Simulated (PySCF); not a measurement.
# ReF₆−: ligand-field states, part 2 of 2

PySCF 2.14.0. Atoms count from 0. The steps go on from the part before.

## Step 7: Ligand-field states: state-averaged CASSCF (axial bond length × 1.2)

The job: settings as JSON, then the geometry in Å.

```
{"job": {"kind": "lf", "basis": {"metal": "x2c-TZVPall", "ligand": "x2c-SVPall"}, "nevpt": true, "reuse": true}, "charge": -1, "metal": "Re", "open_shell": "d2"}
Re     0.000000     0.000000     0.000000
F      0.000000     0.000000     2.256000
F      0.000000     0.000000    -2.256000
F      1.880000     0.000000     0.000000
F     -1.880000     0.000000     0.000000
F      0.000000     1.880000     0.000000
F     -0.000000    -1.880000     0.000000
```

With the program's defaults for keys left out, this is: state-averaged CASSCF of the metal d shell, SC-NEVPT2 on the averaged canonical orbitals, state-interaction spin-orbit coupling.

The log of the run:

```text
basis functions 165, electrons 130, active (2e, 5o)
start from the orbitals of the previous structure
stage 1: DIIS on the effective Fock matrix, level shift 0.30
cycle   1  E = -17286.3500448976  dE = -1.729e+04  max|g| = 2.385e+01
cycle   2  E = -17287.0391115367  dE = -6.891e-01  max|g| = 2.783e-01
cycle   3  E = -17287.0670643150  dE = -2.795e-02  max|g| = 7.169e-02
cycle   4  E = -17287.0695663305  dE = -2.502e-03  max|g| = 4.176e-02
cycle   5  E = -17287.0710750933  dE = -1.509e-03  max|g| = 1.593e-02
cycle   6  E = -17287.0713264387  dE = -2.513e-04  max|g| = 6.830e-03
cycle   7  E = -17287.0713885742  dE = -6.214e-05  max|g| = 4.159e-03
cycle   8  E = -17287.0714199834  dE = -3.141e-05  max|g| = 2.406e-03
cycle   9  E = -17287.0714255139  dE = -5.530e-06  max|g| = 1.293e-03
cycle  10  E = -17287.0714272555  dE = -1.742e-06  max|g| = 6.981e-04
cycle  11  E = -17287.0714276301  dE = -3.745e-07  max|g| = 3.572e-04
cycle  12  E = -17287.0714277436  dE = -1.135e-07  max|g| = 1.843e-04
cycle  13  E = -17287.0714277744  dE = -3.082e-08  max|g| = 1.037e-04
cycle  14  E = -17287.0714277848  dE = -1.038e-08  max|g| = 7.860e-05
cycle  15  E = -17287.0714277896  dE = -4.791e-09  max|g| = 5.334e-05
cycle  16  E = -17287.0714277910  dE = -1.426e-09  max|g| = 4.308e-05
cycle  17  E = -17287.0714277918  dE = -7.640e-10  max|g| = 3.446e-05
cycle  18  E = -17287.0714277922  dE = -4.802e-10  max|g| = 2.303e-05
cycle  19  E = -17287.0714277925  dE = -3.092e-10  max|g| = 1.941e-05
cycle  20  E = -17287.0714277927  dE = -1.273e-10  max|g| = 1.805e-05
cycle  21  E = -17287.0714277928  dE = -1.091e-10  max|g| = 1.569e-05
cycle  22  E = -17287.0714277929  dE = -7.640e-11  max|g| = 1.352e-05
cycle  23  E = -17287.0714277929  dE = -4.729e-11  max|g| = 1.180e-05
cycle  24  E = -17287.0714277929  dE = -4.002e-11  max|g| = 1.032e-05
cycle  25  E = -17287.0714277930  dE = -2.183e-11  max|g| = 9.308e-06
converged average energy = -17287.0714277930

 mult deg   label        CASSCF/cm-1   NEVPT2/cm-1
   3   1   3A2g                0.0           0.0
   3   2   3Eg              5029.9        5612.3
   1   1   1B2g             9506.8        8390.0
   1   1   1B1g            10741.0        8770.1
   1   1   1A1g            15344.4       13762.2
   1   2   1Eg             15059.2       14140.4
   1   1   1A1g            28253.7       25662.2
   3   2   3Eg             26034.6       26327.5
   3   1   3B2g            25310.9       27512.1
   1   2   1Eg             33601.2       32645.9
   1   1   1B2g            33593.8       34202.2
   3   2   3Eg             49141.6       49792.1
   1   2   1Eg             57410.5       56886.1
   3   1   3A2g            59520.3       59417.3
   1   1   1A1g            61772.2       59487.7
   1   1   1A2g            64336.0       64049.1
   3   1   3B1g            67447.3       70897.3
   1   1   1B1g            76503.1       77291.3
   1   1   1A1g           111211.0      109171.3

spin-orbit levels / cm-1
      0.00  x1  3A2g 0.84 3Eg 0.10 1A1g 0.04
    778.79  x2  3A2g 0.84 3Eg 0.11
   3903.00  x1  3Eg 0.80 1B1g 0.17
   4391.22  x1  3Eg 0.78 1B2g 0.18
   7925.74  x2  3Eg 0.83 3A2g 0.13
   9392.45  x1  3Eg 0.99
   9507.79  x1  3Eg 0.85 3A2g 0.08 1A1g 0.05
  10850.65  x1  1B2g 0.76 3Eg 0.20 3Eg 0.04
  11828.45  x1  1B1g 0.80 3Eg 0.17
  16111.90  x1  1A1g 0.91 3A2g 0.05
  16204.30  x2  1Eg 0.91 3Eg 0.04
  26488.09  x1  3Eg 0.62 1A1g 0.29
  27437.49  x1  3Eg 1.00
  28083.72  x2  3Eg 0.81 3B2g 0.15
  28442.41  x1  3B2g 0.50 3Eg 0.48
  29555.08  x1  1A1g 0.64 3Eg 0.30 3Eg 0.03
  30154.58  x2  3B2g 0.69 1Eg 0.17 3Eg 0.11
  30214.63  x1  3Eg 0.83 1B2g 0.10 1B2g 0.05
  32441.30  x1  3Eg 0.49 3B2g 0.47
  36349.93  x2  1Eg 0.81 3B2g 0.11 3Eg 0.07
  37367.83  x1  1B2g 0.88 3Eg 0.10
  50904.18  x1  3Eg 0.97
  50963.51  x1  3Eg 0.97
  51671.30  x2  3Eg 0.91 1Eg 0.04
  53005.44  x1  3Eg 0.91 3A2g 0.06
  53218.21  x1  3Eg 0.96
  58387.24  x2  1Eg 0.73 3A2g 0.24
  62545.74  x1  3A2g 0.74 1A1g 0.20 3Eg 0.04
  63003.41  x1  1A1g 0.77 3A2g 0.17 3Eg 0.03
  63290.62  x2  3A2g 0.74 1Eg 0.20 3Eg 0.05
```

Run time: 18 s. Hardware: 1 thread of Arm Neoverse V1, shared host; peak memory 0.45 GiB.

Warnings kept with the result: strongly covalent, metal-shell active space is small for this complex.

From this job:

```
             quantity      value
spin-orbit constant ζ  3279 cm⁻¹
```

Powder susceptibility:

```
T (K)  χT (cm³ K/mol)  μ(eff)
    2           0.001    0.09
   20           0.011    0.29
  100           0.052    0.65
  300           0.163    1.14
```

## Step 8: Ligand field across the series

From the NEVPT2 states (cm⁻¹; the spread is that of the fitted one-electron ligand-field levels):

```
step                   setting  ground state    next state  orbital spread  Racah B     ζ  μ(eff), 300 K
   2                  as given          3T1g  1T2g at 8351           43384      545  3375           1.04
   4  axial bond length × 0.95           3Eg  3A2g at 2762           52023      551  3374           1.09
   5  axial bond length × 1.05          3A2g   3Eg at 2052           44731      598  3356           1.12
   6   axial bond length × 1.1          3A2g   3Eg at 3589           46388      619  3330           1.16
   7   axial bond length × 1.2          3A2g   3Eg at 5612           48662      609  3279           1.14
```

## Step 9: What came out

What follows sums up all 2 parts.

| quantity | value |
| --- | --- |
| spin-orbit constant ζ (step 2, state-averaged CASSCF) | 3375 cm⁻¹ |
| ground multiplicity, μ(eff) at 300 K (step 2, 6 donors at 1.88 Å) | 3, 1.04 μB |
| ground multiplicity, μ(eff) at 300 K (step 4, 6 donors at 1.79 to 1.88 Å) | 3, 1.09 μB |
| ground multiplicity, μ(eff) at 300 K (step 5, 6 donors at 1.88 to 1.97 Å) | 3, 1.12 μB |
| ground multiplicity, μ(eff) at 300 K (step 6, 6 donors at 1.88 to 2.07 Å) | 3, 1.16 μB |
| ground multiplicity, μ(eff) at 300 K (step 7, 6 donors at 1.88 to 2.26 Å) | 3, 1.14 μB |

In step 2, χT goes from 0.00 at 2 K to 0.14 cm³ K/mol at 300 K, as higher levels fill or mix in. Step 3 is set aside: its active space failed the test for the metal's shell. The spread of the ligand-field levels runs from 43384 cm⁻¹ (as given) to 52023 cm⁻¹ (axial bond length × 0.95); μ(eff) at 300 K: 1.04 to 1.16 μB. The bonding is strongly covalent, and an active space of the metal's shell alone is small for it, so these values are rough.
